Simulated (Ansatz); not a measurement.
# CH₄ with GeH₄: superposition error and deformation, part 2 of 3

Ansatz 0.2.0, Gaussian basis. The steps go on from the part before.

### Step 13. CCSD(T)/def2-TZVPPD

The inputs:

a/in.yaml

```yaml
crystal:
  periodic: [false, false, false]
  atoms:
    - {symbol: C, position_ang: [0.027751, -0.092378, -1.941529]}
    - {symbol: H, position_ang: [1.028628, 0.079220, -1.546002]}
    - {symbol: H, position_ang: [-0.622097, 0.735558, -1.659194]}
    - {symbol: H, position_ang: [-0.369826, -1.021933, -1.534794]}
    - {symbol: H, position_ang: [0.074557, -0.162622, -3.027840]}
basis:
  gaussian: {orbitals: "def2-TZVPPD.json"}
correlation: {method: ccsd_t}
```

b/in.yaml

```yaml
crystal:
  periodic: [false, false, false]
  atoms:
    - {symbol: Ge, position_ang: [-0.027792, 0.092432, 1.940652]}
    - {symbol: H, position_ang: [-0.622983, -1.245308, 1.482561]}
    - {symbol: H, position_ang: [1.423885, 0.200728, 1.456261]}
    - {symbol: H, position_ang: [-0.060663, 0.166936, 3.473435]}
    - {symbol: H, position_ang: [-0.851359, 1.247367, 1.356351]}
basis:
  gaussian: {orbitals: "def2-TZVPPD.json"}
correlation: {method: ccsd_t}
```

One command serves all of them, each in its own folder.

Run with:

```console
$ ansatz run in.yaml --threads 4 --pin off --events-out ev --progress --plain --max-ram 9574MiB
```

Output in a, cut to the lines that bear on the results:

```text
Functional definition: HF
  name "HF"
  cite "Fock, Z. Phys. 61, 126 (1930) doi:10.1007/BF01340294"
  parent pbe
[...]
575 factors; integrals over basis functions are off by at most 9.7e-4 eV
[...]
mean field -1094.28998473 eV, -40.2144152025 hartree, gradient 1.4e-6 eV, S^2 0.000000; 0 other end points of the search recorded, 0 dependent functions left out
1 core orbitals not correlated: weight in the atoms' cores, before any rotation towards them, 1.000 or more for the frozen orbitals, at most 0.000 for the correlated occupied ones
reference -1094.28998473 eV, -40.2144152025 hartree; 4, 4 occupied and 100, 100 virtual orbitals, 575 factors
second order -5.39726575 eV of doubles, -0.00000000 eV of singles
cycle   1  -5.78970468 eV  change   -3.9e-1 eV  update   4.3e-2
[...]
cycle   8  -5.95022268 eV  change   -3.6e-6 eV  update   2.6e-6
perturbative correction -0.17214099 eV, -0.0063260647 hartree
Total energy: -1100.41234840 eV, -40.4394079174 hartree
```

Log of b, cut to the lines that bear on the results:

```text
[... 4 set-up lines as earlier in the session ...]
[...]
694 factors; integrals over basis functions are off by at most 7.2e-4 eV
[...]
mean field -56536.53898703 eV, -2077.6794859309 hartree, gradient 2.9e-6 eV, S^2 0.000000; 0 other end points of the search recorded, 0 dependent functions left out
9 core orbitals not correlated: weight in the atoms' cores, before any rotation towards them, 1.000 or more for the frozen orbitals, at most 0.000 for the correlated occupied ones
reference -56536.53898703 eV, -2077.6794859309 hartree; 9, 9 occupied and 104, 104 virtual orbitals, 694 factors
second order -7.64826372 eV of doubles, -0.00000000 eV of singles
cycle   1  -7.82833976 eV  change   -1.8e-1 eV  update   7.3e-2
[...]
cycle   8  -8.18976172 eV  change   -8.7e-6 eV  update   9.2e-6
perturbative correction -0.23372341 eV, -0.0085891768 hartree
Total energy: -56544.96247216 eV, -2077.9890432996 hartree
```

Wall times: 0.55 s (a), 2.2 s (b) on 4 threads of Arm Neoverse V2, shared host; peak memory 0.52 GiB.

### Step 14. Relaxing CH₄ alone

The input, relax-a/in.yaml:

```yaml
crystal:
  periodic: [false, false, false]
  atoms:
    - {symbol: C, position_ang: [0.027751, -0.092378, -1.941529]}
    - {symbol: H, position_ang: [1.028628, 0.079220, -1.546002]}
    - {symbol: H, position_ang: [-0.622097, 0.735558, -1.659194]}
    - {symbol: H, position_ang: [-0.369826, -1.021933, -1.534794]}
    - {symbol: H, position_ang: [0.074557, -0.162622, -3.027840]}
basis:
  gaussian: {orbitals: def2-TZVP}
hamiltonian: {xc: pbe0, dispersion: d4}
relax: {f_tol: 0.005, max_steps: 200}
```

Run with:

```console
$ ansatz run in.yaml --threads 4 --pin off --events-out ev --progress --plain --max-ram 9574MiB
```

Log, cut to the lines that bear on the results:

```text
[... 5 set-up lines as earlier in the session ...]
[...]
356 factors; their error is unknown
[...]
mean field -1101.35638757 eV, -40.4741007169 hartree, gradient 4.8e-5 eV, S^2 0.000000; 0 other end points of the search recorded, 0 dependent functions left out
[...]
Atom 1 at     1.028351     0.079209    -1.545761 Å, force    -0.001434    -0.000050     0.000794 eV/Å
Atom 2 at    -0.621913     0.735422    -1.659027 Å, force     0.000452    -0.000328     0.000782 eV/Å
Atom 3 at    -0.369706    -1.021734    -1.534638 Å, force     0.000392     0.000962     0.000617 eV/Å
Atom 4 at     0.074498    -0.162640    -3.028168 Å, force    -0.000297     0.000064     0.000015 eV/Å
Dipole moment:     0.000004    -0.000005    -0.000041 e Å
```

Run time: 0.45 s. Hardware: 4 threads of Arm Neoverse V2, shared host.

Along the way:

```tsv
step	energy from step 1 (eV)	largest force component (eV/Å)
1	0.0000	0.0064
2	0.0000	0.0022
```

Distances of close pairs at the start and the end, largest changes first:

```tsv
bond	before (Å)	after (Å)	change (Å)
C1–H2	1.090	1.090	-0.000
C1–H5	1.090	1.090	+0.000
C1–H4	1.090	1.090	-0.000
C1–H3	1.090	1.090	-0.000
```

### Step 15. Relaxing GeH₄ alone

The input, relax-b/in.yaml:

```yaml
crystal:
  periodic: [false, false, false]
  atoms:
    - {symbol: Ge, position_ang: [-0.027792, 0.092432, 1.940652]}
    - {symbol: H, position_ang: [-0.622983, -1.245308, 1.482561]}
    - {symbol: H, position_ang: [1.423885, 0.200728, 1.456261]}
    - {symbol: H, position_ang: [-0.060663, 0.166936, 3.473435]}
    - {symbol: H, position_ang: [-0.851359, 1.247367, 1.356351]}
basis:
  gaussian: {orbitals: def2-TZVP}
hamiltonian: {xc: pbe0, dispersion: d4}
relax: {f_tol: 0.005, max_steps: 200}
```

Run with:

```console
$ ansatz run in.yaml --threads 4 --pin off --events-out ev --progress --plain --max-ram 9574MiB
```

Log, cut to the lines that bear on the results:

```text
[... 5 set-up lines as earlier in the session ...]
[...]
577 factors; their error is unknown
[...]
mean field -56575.69352125 eV, -2079.1183885235 hartree, gradient 2.3e-5 eV, S^2 0.000000; 0 other end points of the search recorded, 0 dependent functions left out
[...]
Atom 1 at    -0.622736    -1.244817     1.481762 Å, force    -0.000565    -0.001208     0.000795 eV/Å
Atom 2 at     1.423250     0.200716     1.455393 Å, force     0.001353     0.000065     0.000859 eV/Å
Atom 3 at    -0.060754     0.167008     3.474417 Å, force     0.000143    -0.000211    -0.003472 eV/Å
Atom 4 at    -0.850887     1.246820     1.355626 Å, force    -0.001012     0.001306     0.000576 eV/Å
Dipole moment:    -0.000003    -0.000003     0.000166 e Å
```

It took 0.8 s on 4 threads of Arm Neoverse V2, shared host.

Relaxation path:

```tsv
step	energy from step 1 (eV)	largest force component (eV/Å)
1	0.0000	0.0228
2	0.0000	0.0035
```

Distances of close pairs at the start and the end, largest changes first:

```tsv
bond	before (Å)	after (Å)	change (Å)
Ge1–H4	1.535	1.535	-0.000
Ge1–H5	1.534	1.534	+0.000
Ge1–H2	1.534	1.534	+0.000
Ge1–H3	1.534	1.534	+0.000
```

### Step 16. PBE-D4/def2-TZVPPD

The input, free-a/in.yaml:

```yaml
crystal:
  periodic: [false, false, false]
  atoms:
    - {symbol: C, position_ang: [0.027783, -0.092413, -1.941766]}
    - {symbol: H, position_ang: [1.028351, 0.079209, -1.545761]}
    - {symbol: H, position_ang: [-0.621913, 0.735422, -1.659027]}
    - {symbol: H, position_ang: [-0.369706, -1.021734, -1.534638]}
    - {symbol: H, position_ang: [0.074498, -0.162640, -3.028168]}
basis:
  gaussian: {orbitals: "def2-TZVPPD.json"}
hamiltonian: {xc: pbe, dispersion: d4}
```

The input, free-b/in.yaml:

```yaml
crystal:
  periodic: [false, false, false]
  atoms:
    - {symbol: Ge, position_ang: [-0.027785, 0.092428, 1.942062]}
    - {symbol: H, position_ang: [-0.622736, -1.244817, 1.481762]}
    - {symbol: H, position_ang: [1.423250, 0.200716, 1.455393]}
    - {symbol: H, position_ang: [-0.060754, 0.167008, 3.474417]}
    - {symbol: H, position_ang: [-0.850887, 1.246820, 1.355626]}
basis:
  gaussian: {orbitals: "def2-TZVPPD.json"}
hamiltonian: {xc: pbe, dispersion: d4}
```

The same command starts each run, in its folder.

Run with:

```console
$ ansatz run in.yaml --threads 4 --pin off --events-out ev --progress --plain --max-ram 9574MiB
```

Output in free-a, cut to the lines that bear on the results:

```text
[... 4 set-up lines as earlier in the session ...]
[...]
410 factors; their error is unknown
[...]
mean field -1101.09036416 eV, -40.4643245370 hartree, gradient 5.5e-6 eV, S^2 0.000000; 0 other end points of the search recorded, 0 dependent functions left out
reference -1101.09039525 eV, -40.4643256796 hartree; 5, 5 occupied and 100, 100 virtual orbitals, 410 factors
Total energy: -1101.11416594 eV, -40.4651992365 hartree
```

Output in free-b, cut to the lines that bear on the results:

```text
[... 4 set-up lines as earlier in the session ...]
[...]
609 factors; their error is unknown
[...]
mean field -56574.06829330 eV, -2079.0586624980 hartree, gradient 1.1e-5 eV, S^2 0.000000; 0 other end points of the search recorded, 0 dependent functions left out
reference -56574.06832443 eV, -2079.0586636420 hartree; 18, 18 occupied and 104, 104 virtual orbitals, 609 factors
Total energy: -56574.11130933 eV, -2079.0602433081 hartree
```

Times: 0.2 s (free-a), 0.35 s (free-b) on 4 threads of Arm Neoverse V2, shared host.

### Step 17. r2SCAN-D4/def2-TZVPPD

The same edit goes into each in.yaml of step 16 (free-a, free-b):

```diff
-hamiltonian: {xc: pbe, dispersion: d4}
+hamiltonian: {xc: r2scan, dispersion: d4}
```

The same command starts each run, in its folder.

Run with:

```console
$ ansatz run in.yaml --threads 4 --pin off --events-out ev --progress --plain --max-ram 9574MiB
```

free-a printed, cut to the lines that bear on the results:

```text
[... 5 set-up lines as earlier in the session ...]
[...]
410 factors; their error is unknown
[...]
mean field -1102.08572607 eV, -40.5009034125 hartree, gradient 1.8e-5 eV, S^2 0.000000; 0 other end points of the search recorded, 0 dependent functions left out
reference -1102.08573364 eV, -40.5009036907 hartree; 5, 5 occupied and 100, 100 virtual orbitals, 410 factors
Total energy: -1102.09138372 eV, -40.5011113272 hartree
```

Log of free-b, cut to the lines that bear on the results:

```text
[... 5 set-up lines as earlier in the session ...]
[...]
609 factors; their error is unknown
[...]
mean field -56582.67390147 eV, -2079.3749127652 hartree, gradient 1.6e-5 eV, S^2 0.000000; 0 other end points of the search recorded, 0 dependent functions left out
reference -56582.67391034 eV, -2079.3749130911 hartree; 18, 18 occupied and 104, 104 virtual orbitals, 609 factors
Total energy: -56582.68348928 eV, -2079.3752651107 hartree
```

Wall times: 0.5 s (free-a), 0.8 s (free-b) on 4 threads of Arm Neoverse V2, shared host.

### Step 18. PBE0-D4/def2-TZVPPD

Each input of step 17 (free-a, free-b) changes in the same lines:

```diff
-hamiltonian: {xc: r2scan, dispersion: d4}
+hamiltonian: {xc: pbe0, dispersion: d4}
+output: {orbitals: {seedname: orbitals}}
```

Each run has its own folder and the same command.

Run with:

```console
$ ansatz run in.yaml --threads 4 --pin off --events-out ev --progress --plain --max-ram 9574MiB
```

Log of free-a, cut to the lines that bear on the results:

```text
[... 5 set-up lines as earlier in the session ...]
[...]
410 factors; their error is unknown
[...]
mean field -1101.39273847 eV, -40.4754365881 hartree, gradient 3.2e-5 eV, S^2 0.000000; 0 other end points of the search recorded, 0 dependent functions left out
reference -1101.39275963 eV, -40.4754373657 hartree; 5, 5 occupied and 100, 100 virtual orbitals, 410 factors
Total energy: -1101.41184986 eV, -40.4761389184 hartree
```

free-b printed, cut to the lines that bear on the results:

```text
[... 5 set-up lines as earlier in the session ...]
[...]
662 factors; their error is unknown
[...]
mean field -56575.72567421 eV, -2079.1195701232 hartree, gradient 6.5e-5 eV, S^2 0.000000; 0 other end points of the search recorded, 0 dependent functions left out
reference -56575.72569851 eV, -2079.1195710160 hartree; 18, 18 occupied and 104, 104 virtual orbitals, 662 factors
Total energy: -56575.76095387 eV, -2079.1208666266 hartree
```

They took 0.25 s (free-a), 0.45 s (free-b) on 4 threads of Arm Neoverse V2, shared host.

### Step 19. B3LYP-D4/def2-TZVPPD

Each input of step 18 (free-a, free-b) changes in the same lines:

```diff
-hamiltonian: {xc: pbe0, dispersion: d4}
-output: {orbitals: {seedname: orbitals}}
+hamiltonian: {xc: {name: B3LYP}, dispersion: d4}
```

The same command starts each run, in its folder.

Run with:

```console
$ ansatz run in.yaml --threads 4 --pin off --events-out ev --progress --plain --max-ram 9574MiB
```

Output in free-a, cut to the lines that bear on the results:

```text
[... 6 set-up lines as earlier in the session ...]
[...]
410 factors; their error is unknown
[...]
mean field -1103.12632986 eV, -40.5391448964 hartree, gradient 4.4e-5 eV, S^2 0.000000; 0 other end points of the search recorded, 0 dependent functions left out
reference -1103.12651956 eV, -40.5391518678 hartree; 5, 5 occupied and 100, 100 virtual orbitals, 410 factors
Total energy: -1103.16433127 eV, -40.5405414224 hartree
```

Output in free-b, cut to the lines that bear on the results:

```text
[... 6 set-up lines as earlier in the session ...]
[...]
650 factors; their error is unknown
[...]
mean field -56584.52628236 eV, -2079.4429865073 hartree, gradient 2.0e-5 eV, S^2 0.000000; 0 other end points of the search recorded, 0 dependent functions left out
reference -56584.52649003 eV, -2079.4429941391 hartree; 18, 18 occupied and 104, 104 virtual orbitals, 650 factors
Total energy: -56584.59646539 eV, -2079.4455656861 hartree
```

Times: 0.3 s (free-a), 0.5 s (free-b) on 4 threads of Arm Neoverse V2, shared host.

### Step 20. wB97X-V/def2-TZVPPD

Each input of step 19 (free-a, free-b) changes in the same lines:

```diff
-hamiltonian: {xc: {name: B3LYP}, dispersion: d4}
+hamiltonian: {xc: {name: wB97X-V}}
```

The same command starts each run, in its folder.

Run with:

```console
$ ansatz run in.yaml --threads 4 --pin off --events-out ev --progress --plain --max-ram 9574MiB
```

Log of free-a, cut to the lines that bear on the results:

```text
[... 5 set-up lines as earlier in the session ...]
[...]
      + integral(e_c_pw_opposite_spin*poly(b97_u_opposite, cos0, cos1)) + vv10(b, c)
410 factors; their error is unknown
151 factors; integrals over basis functions are off by at most 1.9e-5 eV
[...]
mean field -1102.51116611 eV, -40.5165380455 hartree, gradient 3.3e-5 eV, S^2 0.000000; 0 other end points of the search recorded, 0 dependent functions left out
reference -1102.51116479 eV, -40.5165379971 hartree; 5, 5 occupied and 100, 100 virtual orbitals, 410 factors
Total energy: -1102.51116479 eV, -40.5165379971 hartree
```

Output in free-b, cut to the lines that bear on the results:

```text
[... 5 set-up lines as earlier in the session ...]
[...]
      + integral(e_c_pw_opposite_spin*poly(b97_u_opposite, cos0, cos1)) + vv10(b, c)
650 factors; their error is unknown
180 factors; integrals over basis functions are off by at most 1.1e-5 eV
[...]
mean field -56577.85093837 eV, -2079.1976721402 hartree, gradient 1.8e-5 eV, S^2 0.000000; 0 other end points of the search recorded, 0 dependent functions left out
reference -56577.85093682 eV, -2079.1976720833 hartree; 18, 18 occupied and 104, 104 virtual orbitals, 650 factors
Total energy: -56577.85093682 eV, -2079.1976720833 hartree
```

Times: 0.7 s (free-a), 1.4 s (free-b) on 4 threads of Arm Neoverse V2, shared host.

### Step 21. wB97M-V/def2-TZVPPD

Each input of step 20 (free-a, free-b) changes in the same lines:

```diff
-hamiltonian: {xc: {name: wB97X-V}}
+hamiltonian: {xc: {name: wB97M-V}}
```

One command serves all of them, each in its own folder.

Run with:

```console
$ ansatz run in.yaml --threads 4 --pin off --events-out ev --progress --plain --max-ram 9574MiB
```

Output in free-a, cut to the lines that bear on the results:

```text
[... 5 set-up lines as earlier in the session ...]
  # Of w^i u^j: cxij and so on, Table III.
[...]
  gx(w, u) = 1 - cx + cx01*u + cx10*w
[...]
      + integral(e_c_pw_mod_opposite_spin*gos(b97_w_opposite, b97_u_opposite)) + vv10(b, c)
410 factors; their error is unknown
151 factors; integrals over basis functions are off by at most 1.9e-5 eV
[...]
mean field -1101.86666035 eV, -40.4928528960 hartree, gradient 2.5e-5 eV, S^2 0.000000; 0 other end points of the search recorded, 0 dependent functions left out
reference -1101.86669306 eV, -40.4928540980 hartree; 5, 5 occupied and 100, 100 virtual orbitals, 410 factors
Total energy: -1101.86669306 eV, -40.4928540980 hartree
```

Log of free-b, cut to the lines that bear on the results:

```text
[... 5 set-up lines as earlier in the session ...]
  # Of w^i u^j: cxij and so on, Table III.
[...]
  gx(w, u) = 1 - cx + cx01*u + cx10*w
[...]
      + integral(e_c_pw_mod_opposite_spin*gos(b97_w_opposite, b97_u_opposite)) + vv10(b, c)
650 factors; their error is unknown
180 factors; integrals over basis functions are off by at most 1.1e-5 eV
[...]
mean field -56579.32491833 eV, -2079.2518399048 hartree, gradient 8.2e-6 eV, S^2 0.000000; 0 other end points of the search recorded, 0 dependent functions left out
reference -56579.32495665 eV, -2079.2518413130 hartree; 18, 18 occupied and 104, 104 virtual orbitals, 650 factors
Total energy: -56579.32495665 eV, -2079.2518413130 hartree
```

They took 0.7 s (free-a), 1.4 s (free-b) on 4 threads of Arm Neoverse V2, shared host.

### Step 22. B2PLYP/def2-TZVPPD

The same edit goes into each in.yaml of step 21 (free-a, free-b):

```diff
-hamiltonian: {xc: {name: wB97M-V}}
+hamiltonian: {xc: {name: B2PLYP}}
```

One command serves all of them, each in its own folder.

Run with:

```console
$ ansatz run in.yaml --threads 4 --pin off --events-out ev --progress --plain --max-ram 9574MiB
```

free-a printed, cut to the lines that bear on the results:

```text
[... 5 set-up lines as earlier in the session ...]
[...]
575 factors; integrals over basis functions are off by at most 9.6e-4 eV
[...]
mean field -1099.97331616 eV, -40.4232737801 hartree, gradient 6.5e-6 eV, S^2 0.000000; 0 other end points of the search recorded, 0 dependent functions left out
1 core orbitals not correlated: weight in the atoms' cores, before any rotation towards them, 1.000 or more for the frozen orbitals, at most 0.000 for the correlated occupied ones
reference -1099.97342868 eV, -40.4232779151 hartree; 4, 4 occupied and 100, 100 virtual orbitals, 575 factors
second order -6.46466482 eV of doubles, -0.00000000 eV of singles
Total energy: -1101.71888818 eV, -40.4874223687 hartree
```

free-b printed, cut to the lines that bear on the results:

```text
[... 5 set-up lines as earlier in the session ...]
[...]
694 factors; integrals over basis functions are off by at most 7.2e-4 eV
[...]
mean field -56570.31352932 eV, -2078.9206774669 hartree, gradient 7.1e-6 eV, S^2 0.000000; 0 other end points of the search recorded, 0 dependent functions left out
9 core orbitals not correlated: weight in the atoms' cores, before any rotation towards them, 1.000 or more for the frozen orbitals, at most 0.000 for the correlated occupied ones
reference -56570.31366325 eV, -2078.9206823885 hartree; 9, 9 occupied and 104, 104 virtual orbitals, 694 factors
second order -9.30353458 eV of doubles, -0.00000000 eV of singles
Total energy: -56572.82561758 eV, -2079.0129950076 hartree
```

Wall times: 0.35 s (free-a), 0.75 s (free-b) on 4 threads of Arm Neoverse V2, shared host.

### Step 23. BLYP-D4/def2-TZVPPD

Each input of step 22 (free-a, free-b) changes in the same lines:

```diff
-hamiltonian: {xc: {name: B2PLYP}}
+hamiltonian: {xc: {name: BLYP}, dispersion: d4}
```

One command serves all of them, each in its own folder.

Run with:

```console
$ ansatz run in.yaml --threads 4 --pin off --events-out ev --progress --plain --max-ram 9574MiB
```

Log of free-a, cut to the lines that bear on the results:

```text
[... 4 set-up lines as earlier in the session ...]
[...]
410 factors; their error is unknown
[...]
mean field -1102.10562786 eV, -40.5016347897 hartree, gradient 1.9e-5 eV, S^2 0.000000; 0 other end points of the search recorded, 0 dependent functions left out
reference -1102.10589700 eV, -40.5016446805 hartree; 5, 5 occupied and 100, 100 virtual orbitals, 410 factors
Total energy: -1102.16301362 eV, -40.5037436777 hartree
```

Output in free-b, cut to the lines that bear on the results:

```text
[... 4 set-up lines as earlier in the session ...]
[...]
609 factors; their error is unknown
[...]
mean field -56584.23866412 eV, -2079.4324167321 hartree, gradient 2.6e-5 eV, S^2 0.000000; 0 other end points of the search recorded, 0 dependent functions left out
reference -56584.23893289 eV, -2079.4324266088 hartree; 18, 18 occupied and 104, 104 virtual orbitals, 609 factors
Total energy: -56584.33773426 eV, -2079.4360574926 hartree
```

They took 0.3 s (free-a), 0.45 s (free-b) on 4 threads of Arm Neoverse V2, shared host.

### Step 24. revPBE-D4/def2-TZVPPD

The same edit goes into each in.yaml of step 23 (free-a, free-b):

```diff
-hamiltonian: {xc: {name: BLYP}, dispersion: d4}
+hamiltonian: {xc: {name: revPBE}, dispersion: d4}
```

One command serves all of them, each in its own folder.

Run with:

```console
$ ansatz run in.yaml --threads 4 --pin off --events-out ev --progress --plain --max-ram 9574MiB
```

Log of free-a, cut to the lines that bear on the results:

```text
[... 4 set-up lines as earlier in the session ...]
[...]
410 factors; their error is unknown
[...]
mean field -1102.57774136 eV, -40.5189846409 hartree, gradient 8.4e-6 eV, S^2 0.000000; 0 other end points of the search recorded, 0 dependent functions left out
reference -1102.57778126 eV, -40.5189861073 hartree; 5, 5 occupied and 100, 100 virtual orbitals, 410 factors
Total energy: -1102.68826443 eV, -40.5230462887 hartree
```

free-b printed, cut to the lines that bear on the results:

```text
[... 4 set-up lines as earlier in the session ...]
[...]
609 factors; their error is unknown
[...]
mean field -56578.65349643 eV, -2079.2271656050 hartree, gradient 1.7e-5 eV, S^2 0.000000; 0 other end points of the search recorded, 0 dependent functions left out
reference -56578.65353437 eV, -2079.2271669993 hartree; 18, 18 occupied and 104, 104 virtual orbitals, 609 factors
Total energy: -56578.80050443 eV, -2079.2325680495 hartree
```

Times: 0.25 s (free-a), 0.35 s (free-b) on 4 threads of Arm Neoverse V2, shared host.

(Part 2 of 3 ends here.)
